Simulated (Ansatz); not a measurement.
# CaOsO3 (Pm-3m): equation of state with a fit, by script

Where is the equilibrium volume of CaOsO3 (Pm-3m), and how stiff is it? Aim: an equation of state with a fit, for CaOsO3 (Pm-3m), run from a script.

Program: Ansatz 0.2.0, driven from Python. Level of theory: DFT PBEsol, plane waves, PAW. These are calculated values, not measurements.

**1. The structure**

The structure is cubic, space group Pm-3m (No. 221). The conventional cell has a = 3.952 Å, b = 3.952 Å, c = 3.952 Å, α = 90.00°, β = 90.00°, γ = 90.00°. Ca (site symmetry m-3m) has 12 O at 2.79 Å in its first shell of neighbours. Os (site symmetry m-3m) has 6 O at 1.98 Å in its first shell of neighbours. O (site symmetry 4/mmm) has 2 Os at 1.98 Å and 4 Ca at 2.79 Å in its first shell of neighbours.

The script holds or builds the structure itself.

**2. The script**

caoso3.py reads:

```python
"""Energy against volume for CaOsO3, with a fit."""

import ansatz as az
import numpy as np

VECTORS = np.array([
    [3.952163, 0.0, 0.0],
    [0.0, 3.952163, 0.0],
    [0.0, 0.0, 3.952163],
])
SITES = [
    ("Ca", [0.0, 0.0, 0.0]),
    ("Os", [0.5, 0.5, 0.5]),
    ("O", [0.5, 0.5, 0.0]),
    ("O", [0.5, 0.0, 0.5]),
    ("O", [0.0, 0.5, 0.5]),
]


def build(cell):
    crystal = az.Crystal(lattice=az.Lattice.of(cell))
    for symbol, position in SITES:
        crystal = crystal.atom(symbol, position)
    return crystal


def main() -> None:
    # scale the volume, keep shape and fractions
    volumes, energies, pressures = [], [], []
    for scale in np.linspace(0.88, 1.12, 7):
        cell = VECTORS * scale ** (1 / 3)
        model = (
            build(cell).calculation()
            .functional(az.Functional.PBESOL)
            .basis(35 * az.Ry)
            .occupations("cold", width=0.15)
            .scf(tolerance=1e-10)
            .kpoints(6, 6, 6)
            .stress()
        )
        report = model.run().report
        volumes.append(abs(np.linalg.det(cell)) / len(SITES))
        energies.append(report["free_energy_ev"] / len(SITES))
        pressures.append(np.trace(report["stress_gpa"]) / 3)
        print(f"V = {volumes[-1]:8.4f} A^3/atom  F = {energies[-1]:.5f} eV/atom  P = {pressures[-1]:8.3f} GPa")

    # third-order Birch-Murnaghan: a cubic in V^(-2/3)
    x = np.array(volumes) ** (-2 / 3)
    poly = np.polynomial.Polynomial.fit(x, energies, 3).convert()
    roots = poly.deriv().roots()
    x0 = min((r.real for r in roots if abs(r.imag) < 1e-9 and poly.deriv(2)(r.real) > 0), key=lambda r: abs(r - x.mean()))
    v0 = x0 ** -1.5
    b0 = 4 / 9 * poly.deriv(2)(x0) * v0 ** (-7 / 3) * 160.21766
    b1 = 4 + 2 / 3 * x0 * poly.deriv(3)(x0) / poly.deriv(2)(x0)
    print(f"V0 = {v0:.4f} A^3/atom, B0 = {b0:.1f} GPa, dB/dP = {b1:.2f}")


if __name__ == "__main__":
    main()
```

**3. The input behind the calls**

The engine receives this input (first run):

```yaml
crystal:
  lattice:
    - [3.787294455309765, 0.0, 0.0]
    - [0.0, 3.787294455309765, 0.0]
    - [0.0, 0.0, 3.787294455309765]
  atoms:
    - { symbol: Ca, position: [0.0, 0.0, 0.0] }
    - { symbol: Os, position: [0.5, 0.5, 0.5] }
    - { symbol: O, position: [0.5, 0.5, 0.0] }
    - { symbol: O, position: [0.5, 0.0, 0.5] }
    - { symbol: O, position: [0.0, 0.5, 0.5] }
basis:
  ecutwfc: 476.19925930478996
kpoints:
  mp_grid:
    grid: [6, 6, 6]
hamiltonian:
  xc: pbesol
scf:
  convergence:
    dr2_threshold: 1.0e-10
  occupations:
    method: cold
    width: 0.15
output:
  stress: true
```

**4. Launch**

On the command line:

```console
> python caoso3.py
```

**Question.** Where does the minimum lie against the volume typed, and how stiff is the crystal?

As calculated:

| quantity | value |
| --- | --- |
| runs compared | 7 |
| range of energy | 179.48 meV/atom |
| lowest point, volume (Å³/atom) | 11.852 |
| equilibrium volume (fit) | 11.76 Å³/atom |
| bulk modulus (fit) | 215 GPa |

A third-order Birch-Murnaghan fit through the 7 points has its minimum at 11.76 Å³ an atom, 4.7 % below the typed cell, with a bulk modulus of 215 GPa and dB/dP = 4.6. From that minimum the energy rises by 53.2 meV an atom on the compressed side and 179.9 meV on the expanded side. Reading the output:
- Spin is left out of this run.
- For a metal this k-point mesh is coarse: on a finer one energies can move by several to tens of meV an atom and pressures by half a GPa or more, differences at one mesh by less.
- Pressure is positive in compression.
- Spin-orbit coupling, which matters for elements this heavy, is left out.
- At these settings the cell as given stands under about -9 GPa, so it isn't at this functional's equilibrium volume.
- The structure comes from a database of computed cells and needn't be a stable or known phase.
